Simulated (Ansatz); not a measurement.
# C4F: what a guessed cell relaxes into

Where does this trial cell of C4F go when cell and atoms are let free?

Computed with Ansatz 0.2.0 (DFT PBE+D3(BJ), scalar-relativistic, plane waves, PAW, unless a step's input says otherwise).

### 1 Starting point

It takes space group P4mm (No. 99, tetragonal). The conventional cell has a = 4.113 Å, b = 4.113 Å, c = 4.424 Å, α = 90.00°, β = 90.00°, γ = 90.00°. C (site symmetry m) is surrounded by 2 C at 1.51 Å and 1 F at 1.61 Å. Around F (site symmetry 4mm) lie 4 C at 1.61 Å.

As a file:

```
CELL_PARAMETERS angstrom
4.11306 0.00000 0.00000
0.00000 4.11306 0.00000
0.00000 0.00000 4.42401
ATOMIC_POSITIONS crystal
C 0.75942 0.50000 0.03209
C 0.24058 0.50000 0.03209
C 0.50000 0.75942 0.03209
C 0.50000 0.24058 0.03209
F 0.50000 0.50000 0.75858
```

The cell is invented: random cell by space group and Wyckoff sites (P4mm, No. 99). The dimensions are guesses.

### 2 The guess as it stands, on a coarse mesh

Contents of input.yaml:

```yaml
crystal:
  lattice:
    - [4.11306034, 0.0, 0.0]
    - [0.0, 4.11306034, 0.0]
    - [0.0, 0.0, 4.42400819]
  atoms:
    - { symbol: C, position: [0.75941859, 0.5, 0.03209488] }
    - { symbol: C, position: [0.24058141, 0.5, 0.03209488] }
    - { symbol: C, position: [0.5, 0.75941859, 0.03209488] }
    - { symbol: C, position: [0.5, 0.24058141, 0.03209488] }
    - { symbol: F, position: [0.5, 0.5, 0.75857897] }
basis:
  ecutwfc: 420
kpoints:
  mp_grid: { grid: [4, 4, 4] }
hamiltonian:
  xc: pbe
  dispersion: d3bj
scf:
  occupations: { method: gaussian, width: 0.1 }
  lower_state_search: "off"
output:
  forces: true
  stress: true
  eigenvalues: true
```

Command:

```console
> ansatz run input.yaml --threads 1 --pin off --max-ram 2560MiB --backend cpu --events-out ev --progress --plain --runs-dir out
```

Further runs follow: spin check on a coarse mesh; rough relaxation on the coarse mesh; another rough relaxation; final relaxation.

What does the calculation give? Wanted: conventional cell; volume; energy over the elements; gap on the mesh.

**Answer**, as computed:

| quantity | value |
| --- | --- |
| symmetry at the end (tolerance 0.05 Å) | space group P4/mmm (No. 123) |
| conventional cell | a = 3.446 Å, b = 3.446 Å, c = 4.482 Å, α = 90.00°, β = 90.00°, γ = 90.00° |
| volume | 10.64 Å³/atom |
| energy over the elements (uncorrected; H, N, O, F and Cl as molecules) | +0.35 eV/atom |
| gap on the mesh | none (metal) |

The symmetry goes from space group P4mm (No. 99) to space group P4/mmm (No. 123), and the volume per atom shrinks by 28.9 % from the first guess. The formation energy is positive, so the separate elements lie lower. No finished test with a distortion of lower symmetry is shown, so the end may be a saddle point. Some metallic runs here have no spin polarisation while others do, so their energies compare only roughly. Where forces pass 15 eV/Å atoms stand far too close, the PAW spheres overlap strongly and those numbers are rough. Other magnetic orders were not searched.
